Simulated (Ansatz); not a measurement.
# CH4SiZn: small, medium and large basis sets

The task here is to estimate one member of a computed series from the others.

Method: one geometry, several basis sets; program: Ansatz 0.2.0, Gaussian basis.

The runs, in order: PBE0-D4/def2-SVP; ωB97M-V/def2-SVP; PBE0-D4/def2-QZVPP; ωB97M-V/def2-QZVPP; the functionals' def2-TZVPP values are taken from earlier runs.

### The geometry

An earlier PBE0-D4 in a triple-zeta def2 set relaxation fixed the geometry.

7 atoms, charge 0, spin multiplicity 1.

Atoms are counted from 1 here; the program's logs count them from 0.

Bond lengths: C1–Si2 1.708 Å, C1–H4 1.084 Å, C1–H5 1.084 Å, Si2–H6 1.480 Å, Si2–H7 1.480 Å. Angles: Si2–C1–H4 122.1°, Si2–C1–H5 121.9°, H4–C1–H5 115.6°, C1–Si2–H6 121.8°, C1–Si2–H7 121.9°, H6–Si2–H7 114.1°.

The first run:

in.yaml reads:

```yaml
crystal:
  periodic: [false, false, false]
  atoms:
    - {symbol: C, position_ang: [-0.974669, 0.142961, -0.736201]}
    - {symbol: Si, position_ang: [0.377472, 0.436924, 0.265656]}
    - {symbol: Zn, position_ang: [1.564513, -2.146272, 1.149775]}
    - {symbol: H, position_ang: [-0.875765, -0.017905, -1.803463]}
    - {symbol: H, position_ang: [-1.966585, -0.014574, -0.328509]}
    - {symbol: H, position_ang: [0.228139, 0.766978, 1.700708]}
    - {symbol: H, position_ang: [1.708194, 0.763987, -0.293666]}
basis:
  gaussian: {orbitals: def2-SVP}
hamiltonian: {xc: pbe0, dispersion: d4}
output: {orbitals: {seedname: orbitals}}
```

Started as:

```console
ansatz run in.yaml --threads 2 --pin off --events-out ev --progress --plain --max-ram 4352MiB
```

Among the steps run: PBE0-D4 in def2-SVP; ωB97M-V in def2-SVP; PBE0-D4 in def2-QZVPP; ωB97M-V in def2-QZVPP.

One of the session's tables, all rows but one given; the rest of the session is left out.

It belongs to the step «Density functionals: the series». 

```
functional       basis  HOMO (eV)  LUMO (eV)
   PBE0-D4    def2-SVP      -5.65      -1.55
   PBE0-D4  def2-TZVPP      -5.84      -1.82
   PBE0-D4  def2-QZVPP      -5.84      -1.86
   ωB97M-V    def2-SVP      -7.56       0.25
   ωB97M-V  def2-TZVPP          ?          ?
   ωB97M-V  def2-QZVPP      -7.77      -0.20
```

Q: Estimate the row for ωB97M-V, def2-TZVPP from the others.

**Answer.** HOMO (eV): -7.75; LUMO (eV): -0.10. In the column «HOMO (eV)» it lies between ωB97M-V, def2-QZVPP (-7.77) and ωB97M-V, def2-SVP (-7.56).
